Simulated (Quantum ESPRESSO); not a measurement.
A calculation with Quantum ESPRESSO 7.5 of GeBi3H (native input, structure typed inline):

The input pw.in:

```
&CONTROL
  calculation = 'scf'
  prefix = 'pwscf'
  outdir = './tmp'
  pseudo_dir = './pseudo'
  tprnfor = .true.
  tstress = .true.
  disk_io = 'nowf'
/
&SYSTEM
  ibrav = 0
  nat = 5
  ntyp = 3
  ecutwfc = 60
  ecutrho = 480
  nbnd = 40
  occupations = 'smearing'
  smearing = 'fd'
  degauss = 0.00367493
/
&ELECTRONS
  conv_thr = 1d-09
  electron_maxstep = 120
  mixing_beta = 0.5
/
ATOMIC_SPECIES
Ge    72.6300 ge_pbe_v1.4.uspp.F.UPF
Bi   208.9804 Bi_pbe_v1.uspp.F.UPF
H      1.0080 H.pbe-rrkjus_psl.1.0.0.UPF
CELL_PARAMETERS angstrom
   5.0887837200    0.0000000000    0.0000000000
   0.0000000000    5.0887837200    0.0000000000
   0.0000000000    0.0000000000    5.0887837200
ATOMIC_POSITIONS crystal
Ge     0.0000000000    0.0000000000    0.0000000000
Bi     0.5000000000    0.0000000000    0.0000000000
Bi     0.0000000000    0.5000000000    0.0000000000
Bi     0.0000000000    0.0000000000    0.5000000000
H      0.5000000000    0.5000000000    0.5000000000
K_POINTS automatic
5 5 5 0 0 0
```

Potentials or basis: SSSP 1.3 efficiency PBE.

Run with:

```console
$ OMP_NUM_THREADS=1 pw.x -in pw.in > pw.out
```

The cell was built by a generator and needn't be a form met in nature.

Problem. Write the same calculation in another form: ASE script, structure from a P1 CIF.

Solution. As run:

Contents of run.py:

```python
import numpy as np
from ase.calculators.espresso import Espresso, EspressoProfile
from ase.io import read

atoms = read('GeBi3H.cif')

input_data = {
    'control': {'calculation': 'scf', 'prefix': 'pwscf', 'outdir': './tmp', 'tprnfor': True, 'tstress': True, 'disk_io': 'nowf'},
    'system': {'ecutwfc': 60.0, 'ecutrho': 480.0, 'nbnd': 40, 'occupations': 'smearing', 'smearing': 'fd', 'degauss': 0.00367493},
    'electrons': {'conv_thr': 1e-09, 'electron_maxstep': 120, 'mixing_beta': 0.5},
}
pseudopotentials = {'Bi': 'Bi_pbe_v1.uspp.F.UPF', 'Ge': 'ge_pbe_v1.4.uspp.F.UPF', 'H': 'H.pbe-rrkjus_psl.1.0.0.UPF'}
profile = EspressoProfile(command='pw.x', pseudo_dir='pseudo')
dft = Espresso(profile=profile, input_data=input_data, pseudopotentials=pseudopotentials, kpts=(5, 5, 5), koffset=(0, 0, 0))
atoms.calc = dft

print(f'energy {atoms.get_potential_energy():.8f} eV')
print('forces (eV/A)')
print(np.round(atoms.get_forces(), 6))
print('stress (eV/A^3, Voigt)')
print(np.round(atoms.get_stress(), 8))
print(f'Fermi level {dft.get_fermi_level():.4f} eV')
```

The input GeBi3H.cif:

```cif
data_GeBi3H
_cell_length_a 5.08878372
_cell_length_b 5.08878372
_cell_length_c 5.08878372
_cell_angle_alpha 90.00000000
_cell_angle_beta 90.00000000
_cell_angle_gamma 90.00000000
_space_group_name_H-M_alt 'P1'
_space_group_name_Hall 'P 1'
_space_group_IT_number 1
loop_
_space_group_symop_operation_xyz
'x,y,z'
loop_
_atom_site_label
_atom_site_type_symbol
_atom_site_symmetry_multiplicity
_atom_site_Wyckoff_symbol
_atom_site_fract_x
_atom_site_fract_y
_atom_site_fract_z
_atom_site_occupancy
Ge1 Ge 1 a 0.0000000000 0.0000000000 0.0000000000 1
Bi1 Bi 1 a 0.5000000000 0.0000000000 0.0000000000 1
Bi2 Bi 1 a 0.0000000000 0.5000000000 0.0000000000 1
Bi3 Bi 1 a 0.0000000000 0.0000000000 0.5000000000 1
H1 H 1 a 0.5000000000 0.5000000000 0.5000000000 1
```

Potentials or basis: SSSP 1.3 efficiency PBE.

Command:

```console
$ OMP_NUM_THREADS=1 python run.py
```

Both were run:

|  | native input, structure typed inline | ASE script, structure from a P1 CIF |
| --- | --- | --- |
| Pressure | 15.5 GPa | 15.5 GPa |
| Band gap on the k mesh | none (metal or under the smearing width) | none (metal or under the smearing width) |

Keys that steer only the numerical path or the files written may differ.

Caveat: so large a pressure means that the cell lies far from this level's equilibrium, or that cutoff or potentials fall short; spin-orbit coupling is left out, which moves the levels of the heavy elements.
